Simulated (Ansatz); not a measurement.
Task: a single point in a Gaussian basis of CH9GeNSi, SMILES N[CH2][GeH2][SiH3], with Ansatz 0.2.0 through its Python package. Give the script and its output. Settings: Hartree-Fock, def2-SVP basis, multiplicity 1.

```tsv
atom	x (Å)	y (Å)	z (Å)
N	-1.4086	1.0865	-0.4756
C	-0.0262	1.1951	-0.7337
Ge	0.8905	0.1161	0.5664
Si	0.2972	-2.0723	0.4032
H	-1.9310	1.6761	-1.2549
H	-1.6540	1.6385	0.4134
H	0.2284	0.8042	-1.7420
H	0.3706	2.2667	-0.6730
H	0.6207	0.6617	2.0462
H	2.4498	0.1948	0.3354
H	0.5027	-2.5804	-0.9249
H	-1.2052	-2.1446	0.6722
H	0.8854	-2.8771	1.3822
```

Script `energy.py`:
```python
"""Single point of CH9GeNSi."""

import ansatz as az

BASIS = "def2-SVP"
FUNCTIONAL = "hf"

geometry_ang = [
    ("N", (-1.4086, 1.0865, -0.4756)),
    ("C", (-0.0262, 1.1951, -0.7337)),
    ("Ge", (0.8905, 0.1161, 0.5664)),
    ("Si", (0.2972, -2.0723, 0.4032)),
    ("H", (-1.931, 1.6761, -1.2549)),
    ("H", (-1.654, 1.6385, 0.4134)),
    ("H", (0.2284, 0.8042, -1.742)),
    ("H", (0.3706, 2.2667, -0.673)),
    ("H", (0.6207, 0.6617, 2.0462)),
    ("H", (2.4498, 0.1948, 0.3354)),
    ("H", (0.5027, -2.5804, -0.9249)),
    ("H", (-1.2052, -2.1446, 0.6722)),
    ("H", (0.8854, -2.8771, 1.3822)),
]
geometry = az.Crystal.molecule()
for symbol, xyz in geometry_ang:
    geometry = geometry.atom(symbol, xyz)

calc = (
    geometry.calculation()
    .basis(gaussian=BASIS)
    .functional(FUNCTIONAL)
)
result = calc.run(threads=1)
report = result.report

for key in ("converged", "free_energy_ev", "reference_energy_ev", "n_frozen", "n_occupied", "n_virtual"):
    print(f"{key:22s} {report[key]}")
```

`python energy.py` gives:
```text
converged              True
free_energy_ev         -66977.63453817982
reference_energy_ev    -66977.63453817982
n_frozen               0
n_occupied             [34, 34]
n_virtual              [89, 89]
```

Total energies depend on the basis set; only differences at equal settings carry meaning. The geometry is a force-field or estimated start, not a minimum of this method, and the basis set is short of its limit. Timing: 1.9 s on 1 thread of Intel(R) Xeon(R) 6975P-C (Granite Rapids), with other jobs on the host, peak memory 0.33 GiB.

(A comment or docstring line of the script was reworded after the run, the code is as it ran; lines on the test bed's own set-up are left out of the output.)
